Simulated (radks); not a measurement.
# Valence configurations of Au⁺

One table from this session's results is given with a row withheld; the runs are named, their logs left out.

Method: scalar-relativistic Kohn-Sham, r2SCAN, spin-polarised, spherical densities, finite nucleus; open shells are filled with parallel spins first. Code: radks (a radial shooting solver on a logarithmic mesh, Libxc functionals) version 1.

### The system

* element: gold (Z = 79)
* charge: +1
* electrons: 78
* configuration: [Xe] 4f14 5d10
* nuclear rms radius: 5.4371 fm
* others tried: 4f14 5d8 6p2; 4f12 5d8 6p4; 4f14 5d9.5 6s0.5; 4f11 5d8 6s1 6p4; 4f14 5d9 6p1; 4f14 5d9.5 6p0.5; 4f14 5d7 6p3; 4f13.5 5d10 6s0.5; 4f14 5d7 6s1 6p2

Outer shells as boxes (Hund's rule):

Au⁺
```
[Xe] core
4f [↑↓][↑↓][↑↓][↑↓][↑↓][↑↓][↑↓]
5d [↑↓][↑↓][↑↓][↑↓][↑↓]
```

The first run:

The run's settings:

```text
Z 79
configuration [Xe] 4f14 5d10
relativity scalar-relativistic
functional r2scan,r2scan
spin polarised
nucleus finite rms 5.4371 fm
c 137.035999084
```

Among the steps run: [Xe] 4f14 5d10.

One of the session's tables, all rows but one given; the rest of the session is left out.

It belongs to the step «[Xe] 4f14 5d10». From the orbitals of this run (lengths in bohr):

| level | <r> | outermost maximum (interpolated) | 90 % within | nodes |
| --- | --- | --- | --- | --- |
| 3d | ? | ? | ? | ? |
| 4s | 0.4070 | 0.383 | 0.583 | 3 |
| 4p | 0.4332 | 0.403 | 0.628 | 2 |
| 4d | 0.4582 | 0.410 | 0.683 | 1 |
| 5s | 0.9314 | 0.849 | 1.33 | 4 |
| 4f | 0.4987 | 0.377 | 0.801 | 0 |
| 5p | 1.076 | 0.954 | 1.56 | 3 |
| 5d | 1.563 | 1.21 | 2.45 | 2 |

**Question.** Estimate the row for 3d.

The run gave: <r>: 0.1677; outermost maximum (interpolated): 0.138; 90 % within: 0.260; nodes: 0. In the column «<r>» it is the lowest.
